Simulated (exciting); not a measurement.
# MoSe (Pm-3m) in exciting: runs at scaled volumes

Single points of MoSe at other volumes, in PBEsol.

Everything below comes from runs of exciting (release sodium). Logs are shortened: lines on timing, memory, paths and dates and some standing lists are left out, and cuts for length are marked.

## (1) Starting point

Symmetry: Pm-3m, No. 221, cubic system. Conventional cell: a = 3.500 Å, b = 3.500 Å, c = 3.500 Å, α = 90.00°, β = 90.00°, γ = 90.00°. Mo (site symmetry m-3m) is surrounded by 8 Se at 3.03 Å. Se (site symmetry m-3m) has 8 Mo at 3.03 Å as nearest neighbours.

The cell was built by a generator and needn't be a form met in nature.

## (2) Equation of state, PBEsol, 20.16 Å³/atom (volume scaled by 0.94)

The input, input.xml:

```xml
<input>
  <title>MoSe</title>
  <structure speciespath="./" tshift="false">
    <crystal scale="1">
      <basevect>6.479448118805 0.000000000000 0.000000000000</basevect>
      <basevect>0.000000000000 6.479448118805 0.000000000000</basevect>
      <basevect>0.000000000000 0.000000000000 6.479448118805</basevect>
    </crystal>
    <species speciesfile="Mo.xml" rmt="2.3">
      <atom coord="0.000000000000 0.000000000000 0.000000000000"/>
    </species>
    <species speciesfile="Se.xml" rmt="2">
      <atom coord="0.500000000000 0.500000000000 0.500000000000"/>
    </species>
  </structure>
  <groundstate do="fromscratch" ngridk="8 8 8" rgkmax="9" gmaxvr="14" lmaxapw="10" lmaxmat="10" lmaxvr="8" xctype="GGA_PBE_SOL" stype="Fermi Dirac" swidth="0.00183747" nempty="14" ValenceRelativity="iora*" epsengy="1e-05" epspot="1e-05" maxscl="60" outputlevel="normal"/>
</input>
```

Potentials or basis: all-electron LAPW+lo, shipped species files, valence relativity iora*.

The run is started by

```bash
> OMP_NUM_THREADS=1 exciting_smp
```

INFO.OUT:

```text
================================================================================
EXCITING SODIUM started
[... 10 lines left out ...]

 Lattice vectors (cartesian) :
      6.4794481188      0.0000000000      0.0000000000
      0.0000000000      6.4794481188      0.0000000000
      0.0000000000      0.0000000000      6.4794481188

 Reciprocal lattice vectors (cartesian) :
      0.9697099494      0.0000000000      0.0000000000
      0.0000000000      0.9697099494      0.0000000000
      0.0000000000      0.0000000000      0.9697099494

 Unit cell volume                           :     272.0282767843
 Brillouin zone volume                      :       0.9118545189

 Species :    1 (Mo)
     parameters loaded from                 :    Mo.xml
     name                                   :    molybdenum
     nuclear charge                         :     -42.00000000
     electronic charge                      :      42.00000000
     atomic mass                            :  174887.92120000
     muffin-tin radius                      :       2.30000000
     # of radial points in muffin-tin       :     400

     atomic positions (lattice) :
       1 :   0.00000000  0.00000000  0.00000000

 Species :    2 (Se)
     parameters loaded from                 :    Se.xml
     name                                   :    selenium
     nuclear charge                         :     -34.00000000
     electronic charge                      :      34.00000000
     atomic mass                            :  143935.27480000
     muffin-tin radius                      :       2.00000000
     # of radial points in muffin-tin       :     350

     atomic positions (lattice) :
       1 :   0.50000000  0.50000000  0.50000000

 Total number of atoms per unit cell        :       2

 Spin treatment                             :    spin-unpolarised

 Number of Bravais lattice symmetries       :      48
 Number of crystal symmetries               :      48

 k-point grid                               :       8    8    8
 Total number of k-points                   :      35
 k-point set is reduced with crystal symmetries

 R^MT_min * |G+k|_max (rgkmax)              :       9.00000000
 Species with R^MT_min                      :       2 (Se)
 Maximum |G+k| for APW functions            :       4.50000000
 Maximum |G| for potential and density      :      14.00000000

 G-vector grid sizes                        :      30    30    30
 Total number of G-vectors                  :   12557

 Maximum angular momentum used for
     APW functions                          :      10
     computing H and O matrix elements      :      10
     potential and density                  :       8
     inner part of muffin-tin               :       2

 Total nuclear charge                       :     -76.00000000
 Total electronic charge                    :      76.00000000
 Total core charge                          :      46.00000000
 Total valence charge                       :      30.00000000

 Number of empty states                     :      14
 Total number of valence states             :      30

 Maximum Hamiltonian size                   :     468
 Maximum number of plane-waves              :     441
 Total number of local-orbitals             :      27

 Exchange-correlation type                  :      22
     PBEsol, Phys. Rev. Lett. 100, 136406 (2008)
     Generalised gradient approximation (GGA)

 Smearing scheme                            :    Fermi-Dirac
 Smearing width                             :       0.00183747

 Using multisecant Broyden potential mixing
[... 6 lines left out ...]
* Groundstate module started                                                   *
********************************************************************************
 Output level for this task is set to normal

++++++++++++++++++++++++++++++++++++++++++++++++++++++++++++++++++++++++++++++++
[... 5 lines left out ...]
+ SCF iteration number :    1                                                  +
++++++++++++++++++++++++++++++++++++++++++++++++++++++++++++++++++++++++++++++++
 Total energy                               :     -6465.47746068
 _______________________________________________________________
 Fermi energy                               :         0.36663738
 Kinetic energy                             :      6687.85668672
 Coulomb energy                             :    -12945.68026610
 Exchange energy                            :      -203.26679463
 Correlation energy                         :        -4.38708667

 DOS at Fermi energy (states/Ha/cell)       :        82.43834530

 Electron charges :
     core                                   :        46.00000000
     core leakage                           :         0.00080934
     valence                                :        30.00000000
     interstitial                           :         5.87292718
     charge in muffin-tin spheres :
                  atom     1    Mo          :        38.84808603
                  atom     2    Se          :        31.27898679
     total charge in muffin-tins            :        70.12707282
     total charge                           :        76.00000000

++++++++++++++++++++++++++++++++++++++++++++++++++++++++++++++++++++++++++++++++
+ SCF iteration number :    2                                                  +
++++++++++++++++++++++++++++++++++++++++++++++++++++++++++++++++++++++++++++++++
 Total energy                               :     -6473.86187547
 _______________________________________________________________
 Fermi energy                               :         0.34010311
 Kinetic energy                             :      6682.73972765
 Coulomb energy                             :    -12948.72089367
 Exchange energy                            :      -203.49097868
 Correlation energy                         :        -4.38973076

 DOS at Fermi energy (states/Ha/cell)       :        79.66352646

 Electron charges :
     core                                   :        46.00000000
     core leakage                           :         0.00080939
     valence                                :        30.00000000
     interstitial                           :         5.62612859
     charge in muffin-tin spheres :
                  atom     1    Mo          :        39.33390696
                  atom     2    Se          :        31.03996445
     total charge in muffin-tins            :        70.37387141
     total charge                           :        76.00000000
[... 281 lines left out ...]
 RMS change in effective potential (target) :  0.609466E-07  ( 0.100000E-04)
 Absolute change in total energy   (target) :  0.922880E-05  ( 0.100000E-04)
 Charge distance                   (target) :  0.307455E-07  ( 0.100000E-04)

++++++++++++++++++++++++++++++++++++++++++++++++++++++++++++++++++++++++++++++++
+ SCF iteration number :   13                                                  +
++++++++++++++++++++++++++++++++++++++++++++++++++++++++++++++++++++++++++++++++
 Total energy                               :     -6475.98146689
 _______________________________________________________________
 Fermi energy                               :         0.34082242
 Kinetic energy                             :      6681.23058145
 Coulomb energy                             :    -12949.26733688
 Exchange energy                            :      -203.55546123
 Correlation energy                         :        -4.38925023

 DOS at Fermi energy (states/Ha/cell)       :        83.82490218

 Electron charges :
     core                                   :        46.00000000
     core leakage                           :         0.00079497
     valence                                :        30.00000000
     interstitial                           :         5.54140961
     charge in muffin-tin spheres :
                  atom     1    Mo          :        39.34335721
                  atom     2    Se          :        31.11523318
     total charge in muffin-tins            :        70.45859039
     total charge                           :        76.00000000

 RMS change in effective potential (target) :  0.481651E-07  ( 0.100000E-04)
 Absolute change in total energy   (target) :  0.925956E-05  ( 0.100000E-04)
 Charge distance                   (target) :  0.166149E-07  ( 0.100000E-04)

++++++++++++++++++++++++++++++++++++++++++++++++++++++++++++++++++++++++++++++++
| Convergency criteria checked for the last 2 iterations                       +
| Convergence targets achieved. Performing final SCF iteration                 +
++++++++++++++++++++++++++++++++++++++++++++++++++++++++++++++++++++++++++++++++
 Total energy                               :     -6475.98146198
 _______________________________________________________________
 Fermi energy                               :         0.34082243
 Kinetic energy                             :      6681.23058396
 Coulomb energy                             :    -12949.26733466
 Exchange energy                            :      -203.55546106
 Correlation energy                         :        -4.38925023

 DOS at Fermi energy (states/Ha/cell)       :        83.82491800

 Electron charges :
     core                                   :        46.00000000
     core leakage                           :         0.00079497
     valence                                :        30.00000000
     interstitial                           :         5.54140979
     charge in muffin-tin spheres :
                  atom     1    Mo          :        39.34335695
                  atom     2    Se          :        31.11523326
     total charge in muffin-tins            :        70.45859021
     total charge                           :        76.00000000

++++++++++++++++++++++++++++++++++++++++++++++++++++++++++++++++++++++++++++++++
[... 7 lines left out ...]

--------------------------------------------------------------------------------
- CAUTION! Warnings have been written in file WARNING.OUT !                    -
--------------------------------------------------------------------------------
================================================================================
| EXCITING SODIUM stopped                                                      =
================================================================================
```

It took 90 s on 1 thread of Intel Xeon Platinum 8375C at 2.90GHz (Ice Lake), shared host; peak memory 0.14 GiB.

Results:

```
Free energy                                       : -176220.4579 eV
Band gap on the k mesh                            : none (metal or under the smearing width)
All electrons inside the program's atomic spheres : Mo 39.34; Se 31.12 (radii Mo 2.3, Se 2.0 bohr)
```

Caveat: the log's total energy holds no entropy term; the free energy is that total less TS from the occupations.

## (3) Equation of state, PBEsol, 20.58 Å³/atom (volume scaled by 0.96)

input.xml, as its differences from that of step 2:

```diff
@@ -4,5 +4,5 @@
     <crystal scale="1">
-      <basevect>6.479448118805 0.000000000000 0.000000000000</basevect>
-      <basevect>0.000000000000 6.479448118805 0.000000000000</basevect>
-      <basevect>0.000000000000 0.000000000000 6.479448118805</basevect>
+      <basevect>6.525079538493 0.000000000000 0.000000000000</basevect>
+      <basevect>0.000000000000 6.525079538493 0.000000000000</basevect>
+      <basevect>0.000000000000 0.000000000000 6.525079538493</basevect>
     </crystal>
```

Potentials or basis: all-electron LAPW+lo, shipped species files, valence relativity iora*.

The run is started by

```bash
> OMP_NUM_THREADS=1 exciting_smp
```

It took 93 s on 1 thread of Intel Xeon Platinum 8375C at 2.90GHz (Ice Lake), shared host; peak memory 0.14 GiB.

It converged, with:

- Free energy: -176220.2997 eV
- Band gap on the k mesh: none (metal or under the smearing width)
- All electrons inside the program's atomic spheres: Mo 39.33; Se 31.11 (radii Mo 2.3, Se 2.0 bohr)

Caveat: the log's total energy holds no entropy term; the free energy is that total less TS from the occupations.

## (4) Equation of state, PBEsol, 21.01 Å³/atom (volume scaled by 0.98)

input.xml, as its differences from that of step 3:

```diff
@@ -4,5 +4,5 @@
     <crystal scale="1">
-      <basevect>6.525079538493 0.000000000000 0.000000000000</basevect>
-      <basevect>0.000000000000 6.525079538493 0.000000000000</basevect>
-      <basevect>0.000000000000 0.000000000000 6.525079538493</basevect>
+      <basevect>6.570081509117 0.000000000000 0.000000000000</basevect>
+      <basevect>0.000000000000 6.570081509117 0.000000000000</basevect>
+      <basevect>0.000000000000 0.000000000000 6.570081509117</basevect>
     </crystal>
```

The run is started by

```bash
> OMP_NUM_THREADS=1 exciting_smp
```

Run time: 98 s. Hardware: 1 thread of Intel Xeon Platinum 8375C at 2.90GHz (Ice Lake), shared host; peak memory 0.14 GiB.

It converged, with:

```yaml
Free_energy: -176220.1393 eV
Band_gap_on_the_k_mesh: none (metal or under the smearing width)
All_electrons_inside_the_program's_atomic_spheres: Mo 39.32; Se 31.10 (radii Mo 2.3, Se 2.0 bohr)
```

Caveat: the log's total energy holds no entropy term; the free energy is that total less TS from the occupations.

## (5) Equation of state, PBEsol, 21.44 Å³/atom

input.xml, as its differences from that of step 4:

```diff
@@ -4,5 +4,5 @@
     <crystal scale="1">
-      <basevect>6.570081509117 0.000000000000 0.000000000000</basevect>
-      <basevect>0.000000000000 6.570081509117 0.000000000000</basevect>
-      <basevect>0.000000000000 0.000000000000 6.570081509117</basevect>
+      <basevect>6.614475298411 0.000000000000 0.000000000000</basevect>
+      <basevect>0.000000000000 6.614475298411 0.000000000000</basevect>
+      <basevect>0.000000000000 0.000000000000 6.614475298411</basevect>
     </crystal>
```

The run is started by

```bash
> OMP_NUM_THREADS=1 exciting_smp
```

Wall time 1.8 min (1 thread of Intel Xeon Platinum 8375C at 2.90GHz (Ice Lake), shared host); peak memory 0.14 GiB.

The run converged. Its results:

```yaml
Free_energy: -176219.9778 eV
Band_gap_on_the_k_mesh: none (metal or under the smearing width)
All_electrons_inside_the_program's_atomic_spheres: Mo 39.31; Se 31.10 (radii Mo 2.3, Se 2.0 bohr)
```

Caveat: the log's total energy holds no entropy term; the free energy is that total less TS from the occupations.

## (6) Equation of state, PBEsol, 21.87 Å³/atom (volume scaled by 1.02)

input.xml, as its differences from that of step 5:

```diff
@@ -4,5 +4,5 @@
     <crystal scale="1">
-      <basevect>6.614475298411 0.000000000000 0.000000000000</basevect>
-      <basevect>0.000000000000 6.614475298411 0.000000000000</basevect>
-      <basevect>0.000000000000 0.000000000000 6.614475298411</basevect>
+      <basevect>6.658281047265 0.000000000000 0.000000000000</basevect>
+      <basevect>0.000000000000 6.658281047265 0.000000000000</basevect>
+      <basevect>0.000000000000 0.000000000000 6.658281047265</basevect>
     </crystal>
```

Potentials or basis: all-electron LAPW+lo, shipped species files, valence relativity iora*.

The run is started by

```bash
> OMP_NUM_THREADS=1 exciting_smp
```

Run time: 1.8 min. Hardware: 1 thread of Intel Xeon Platinum 8375C at 2.90GHz (Ice Lake), shared host; peak memory 0.14 GiB.

The run converged. Its results:

- Free energy: -176219.8147 eV
- Band gap on the k mesh: none (metal or under the smearing width)
- All electrons inside the program's atomic spheres: Mo 39.30; Se 31.09 (radii Mo 2.3, Se 2.0 bohr)

Caveat: the log's total energy holds no entropy term; the free energy is that total less TS from the occupations.

## (7) Equation of state, PBEsol, 22.30 Å³/atom (volume scaled by 1.04)

input.xml, as its differences from that of step 6:

```diff
@@ -4,5 +4,5 @@
     <crystal scale="1">
-      <basevect>6.658281047265 0.000000000000 0.000000000000</basevect>
-      <basevect>0.000000000000 6.658281047265 0.000000000000</basevect>
-      <basevect>0.000000000000 0.000000000000 6.658281047265</basevect>
+      <basevect>6.701517849849 0.000000000000 0.000000000000</basevect>
+      <basevect>0.000000000000 6.701517849849 0.000000000000</basevect>
+      <basevect>0.000000000000 0.000000000000 6.701517849849</basevect>
     </crystal>
```

The run is started by

```bash
> OMP_NUM_THREADS=1 exciting_smp
```

Run time: 1.9 min. Hardware: 1 thread of Intel Xeon Platinum 8375C at 2.90GHz (Ice Lake), shared host; peak memory 0.14 GiB.

It converged, with:

| Item | Value |
| --- | --- |
| Free energy | -176219.6510 eV |
| Band gap on the k mesh | none (metal or under the smearing width) |
| All electrons inside the program's atomic spheres | Mo 39.29; Se 31.09 (radii Mo 2.3, Se 2.0 bohr) |

Caveat: the log's total energy holds no entropy term; the free energy is that total less TS from the occupations.

## (8) Equation of state, PBEsol, 22.73 Å³/atom (volume scaled by 1.06)

input.xml, as its differences from that of step 7:

```diff
@@ -4,5 +4,5 @@
     <crystal scale="1">
-      <basevect>6.701517849849 0.000000000000 0.000000000000</basevect>
-      <basevect>0.000000000000 6.701517849849 0.000000000000</basevect>
-      <basevect>0.000000000000 0.000000000000 6.701517849849</basevect>
+      <basevect>6.744203827882 0.000000000000 0.000000000000</basevect>
+      <basevect>0.000000000000 6.744203827882 0.000000000000</basevect>
+      <basevect>0.000000000000 0.000000000000 6.744203827882</basevect>
     </crystal>
```

The run is started by

```bash
> OMP_NUM_THREADS=1 exciting_smp
```

It took 1.7 min on 1 thread of Intel Xeon Platinum 8375C at 2.90GHz (Ice Lake), shared host; peak memory 0.15 GiB.

The run converged. Its results:

```yaml
Free_energy: -176219.4872 eV
Band_gap_on_the_k_mesh: none (metal or under the smearing width)
All_electrons_inside_the_program's_atomic_spheres: Mo 39.29; Se 31.08 (radii Mo 2.3, Se 2.0 bohr)
```

Caveat: the log's total energy holds no entropy term; the free energy is that total less TS from the occupations.
